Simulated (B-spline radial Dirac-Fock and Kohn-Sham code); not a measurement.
**An X-ray data sheet for Er²¹⁺, step by step**

What does theory give for the Er²¹⁺ ion? The session works out its X-ray form factor and Compton profile, the binding energy of each subshell and how cheaper methods do for the levels.

Program: B-spline radial Dirac-Fock and Kohn-Sham code, version 2. Model: a free atom or ion on a radial basis; each step names its model. All values are calculated, but those marked as tabulated.

### Step 1. The system

The Er²¹⁺ ion, [Kr] 4d10 4f1.

| Property | Result |
| --- | --- |
| nuclear charge | 68 |
| electrons | 47 |
| mass number | 166 |
| nuclear rms radius | 5.2516 fm |

### Step 2. Scattering by the electron cloud

Model: Dirac-Fock average of configuration, finite nucleus; form factor of the spherical density, Waller-Hartree incoherent function, impulse-approximation Compton profiles.

Recorded inputs:

```ini
task = scatter
Z = 68
charge = 21
configuration = 1s2 2s2 2p6 3s2 3p6 3d10 4s2 4p6 4d10 4f1
mass_number = 166
rms_radius = 5.2516  # fm
s = [0.0, 0.05, 0.1, 0.15, 0.2, 0.25, 0.3, 0.35, 0.4, 0.45, 0.5, 0.6, 0.7, 0.8, 0.9, 1.0, 1.1, 1.2, 1.4, 1.6, 1.8, 2.0, 2.5, 3.0, 3.5, 4.0, 5.0, 6.0]  # 1/A
pz = [0, 0.1, 0.2, 0.3, 0.4, 0.5, 0.6, 0.8, 1.0, 1.2, 1.4, 1.6, 1.8, 2.0, 2.5, 3.0, 4.0, 5.0, 7.0, 10.0, 15.0, 20.0, 30.0, 40.0, 60.0, 100.0]  # a.u.
photon_energy = [1000, 2000, 5000, 17479.3, 20000, 50000, 500000, 1000000]  # eV
```

### Step 3. Hole states by ΔSCF

Model: Dirac-Fock average of configuration, Delta-SCF, finite nucleus, first-order Breit with its frequency dependence, self-energy and vacuum polarisation.

Recorded inputs:

```ini
task = binding
```

### Step 4. The levels by Dirac LDA

Model: Dirac-Kohn-Sham LDA (Slater exchange, VWN correlation), finite nucleus, spherical and without spin polarisation.

Settings, as recorded:

```ini
task = binding-ladder
method = lda,vwn
relativity = dirac
```

### Step 5. non-relativistic HF, for comparison

Model: non-relativistic Hartree-Fock, average of configuration, point nucleus.

The run's settings:

```ini
task = binding-ladder
method = hf
relativity = nr
```

(Steps that only read results are left out.)

What does the calculation give? Wanted: rms radius of the electron cloud; form factor halves at; Compton profile at zero; deepest level listed, K; least bound, N6,7; Kα1; Dirac LDA, K: eigenvalue / ΔSCF; non-relativistic HF, 1s: eigenvalue / ΔSCF.

As calculated:

| quantity | value |
| --- | --- |
| rms radius of the electron cloud | 0.380 bohr |
| form factor halves at | 0.97 1/Å |
| Compton profile at zero | 3.086 1/a.u. |
| deepest level listed, K (1s) | 58092.0 eV |
| least bound, N6,7 (4f) | 558.8 eV |
| Kα1 | 49119.9 eV |
| ionisation energy, NIST (theoretical) | 555.000 eV |
| Dirac LDA, K: eigenvalue / ΔSCF | 57831.9 / 58342.5 eV |
| non-relativistic HF, 1s: eigenvalue / ΔSCF | 54518.3 / 54459.2 eV |

In words: f falls from 47 to half of that at s = 0.97 1/Å. Incoherent scattering outweighs coherent from 500 keV on, among the energies asked. The K (1s) level lies 66.5 eV under Koopmans' value by relaxation alone; Breit gives -173.47 and QED -90.16 eV. NIST's ionisation energy differs by -3.80 eV from the least binding energy, within its stated uncertainty. Dirac LDA misses the K level by -0.4 % with its eigenvalue and by +0.4 % with ΔSCF. Breit and QED terms, which only the reference holds, shift this level by tenths of a per cent, so the eigenvalue's nearness can be cancellation. Non-relativistic HF misses the 1s level by -6.2 % with its eigenvalue and by -6.3 % with ΔSCF, as relativity is missing. The Hartree-Fock and Dirac-Fock values hold no electron correlation.
